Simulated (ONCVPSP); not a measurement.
**Bi: generating and testing an ONCV potential**

Aim: build the potential from the settings below, then test how well it stands in for the atom: other configurations, scattering, ghost states and the plane-wave cutoff that it needs.

The numbers are computed with ONCVPSP 4.0.1 (PBEsol, scalar-relativistic, spin-unpolarised reference atom).

**1. The atom and the settings**

Typed settings, in words:

- element: bismuth (Bi, Z = 83)
- type: optimised norm-conserving Vanderbilt (ONCV)
- frozen core: [Xe]
- valence charge: 29
- reference configuration: 4f14 5d10 6s2 6p3
- partial waves: 6s: rc 1.70 bohr, ncon 3, nbas 7, qcut 3.2 1/bohr, 1 projector; 6p: rc 1.80 bohr, ncon 4, nbas 8, qcut 4.6 1/bohr, 2 projectors, debl 0.8 Ha; 5d: rc 1.45 bohr, ncon 4, nbas 9, qcut 13.1 1/bohr, 2 projectors, debl 3.7 Ha; 4f: rc 0.80 bohr, ncon 4, nbas 9, qcut 23.6 1/bohr, 3 projectors, debl 2.6 Ha
- local potential: polynomial inside 0.65 bohr (lpopt 5, dvloc0 0 Ha)
- core correction: Teter function, fcfact 2, rcfact 1.35

The outer shells as boxes (Hund's rule for the drawing; the calculation is spin-unpolarised):

```
[Xe] core
4f [↑↓][↑↓][↑↓][↑↓][↑↓][↑↓][↑↓]
5d [↑↓][↑↓][↑↓][↑↓][↑↓]
6s [↑↓]
6p [↑ ][↑ ][↑ ]
```

An earlier all-electron run gives the scale for the radii.

All-electron outer shells of the reference configuration (PBEsol, scalar-relativistic, ld1.x):

```tsv
shell	level (eV)	outermost node (bohr)	outermost maximum (bohr)
5s	-157.81	0.44	0.77
4f	-152.63	–	0.34
5p	-95.82	0.48	0.86
5d	-27.06	0.51	1.03
6s	-14.53	0.98	1.86
6p	-4.60	1.14	2.44
```

**2. Generating the potential**

Input file Bi.dat:

```
# ATOM AND REFERENCE CONFIGURATION
# atsym  z   nc   nv     iexc    psfile
  Bi 83.00   11    4  -116133      upf
#
#   n    l    f
    1    0    2.00
    2    0    2.00
    2    1    6.00
    3    0    2.00
    3    1    6.00
    3    2   10.00
    4    0    2.00
    4    1    6.00
    4    2   10.00
    5    0    2.00
    5    1    6.00
    4    3   14.00
    5    2   10.00
    6    0    2.00
    6    1    3.00
#
# PSEUDOPOTENTIAL AND OPTIMIZATION
# lmax
    3
#
#   l,   rc,      ep,       ncon, nbas, qcut
    0    1.70    0.00    3    7    3.20
    1    1.80    0.00    4    8    4.60
    2    1.45    0.00    4    9   13.10
    3    0.80    0.00    4    9   23.60
#
# LOCAL POTENTIAL
# lloc, lpopt,  rc(5),   dvloc0
    4    5    0.65    0.00
#
# VANDERBILT-KLEINMAN-BYLANDER PROJECTORs
# l, nproj, debl
    0    1    0.80
    1    2    0.80
    2    2    3.70
    3    3    2.60
#
# MODEL CORE CHARGE
# icmod, fcfact, rcfact
    3    2.00    1.35
#
# LOG DERIVATIVE ANALYSIS
# epsh1, epsh2, depsh
   -7.00    5.00    0.04
#
# OUTPUT GRID
# rlmax, drl
    6.00    0.01
#
# TEST CONFIGURATIONS
# ncnf
    4
# nvcnf
#   n    l    f
    4
    4    3   14.00
    5    2   10.00
    6    0    2.00
    6    1    2.00
#
    4
    4    3   14.00
    5    2   10.00
    6    0    2.00
    6    1    1.00
#
    4
    4    3   14.00
    5    2   10.00
    6    0    2.00
    6    1    0.00
#
    4
    4    3   14.00
    5    2   10.00
    6    0    1.00
    6    1    3.00
#
```

Launch:

```
$ oncvpsp.x < Bi.dat > Bi.out
```

Q: Predict the outcome of this session. Wanted: cutoffs for 1 and 0.1 mHa per electron, occupied waves; bound ghosts; GHOST(+) flags; largest test error; largest phase difference near zero energy, channels read; rms error of d²Exc/dn², without and with the model core; projector energies reset by the program.

The runs gave:

| quantity | value |
| --- | --- |
| cutoffs for 1 and 0.1 mHa per electron, occupied waves | 233 Ha and 253 Ha |
| bound ghosts | s at -1163.39 eV, s at -265.36 eV, p at -85.73 eV |
| GHOST(+) flags | p at 32 eV, p at 634 eV |
| largest test error (AE − PS) | -24 meV, for 4f14 5d10 6s2 6p0 |
| largest phase difference near zero energy, channels read | 0.021 rad |
| rms error of d²Exc/dn², without and with the model core | 8.47 and 7.20 mHa |
| projector energies reset by the program | f: -5.609, 0.250, 2.850 Ha |

What this shows: It has a bound ghost (s, p), a state that the atom doesn't have, and that rules the file out. By total energies transferability is good: the largest error is 24 meV on 46.6 eV, for 4f14 5d10 6s2 6p0. Atomic tests can pass in spite of a ghost, since they solve only for the levels asked. The potential is very hard: the looser tolerance needs 233 Ha. At the looser tolerance the 4f wave is the slowest; 6p needs 37 Ha. Near zero energy the phases of the channels with partial waves agree within 0.021 rad. The program also flags highly localised states, GHOST(+) (p). Note that the frozen 5p shell (-96 eV) lies higher than the valence 4f shell (-153 eV).
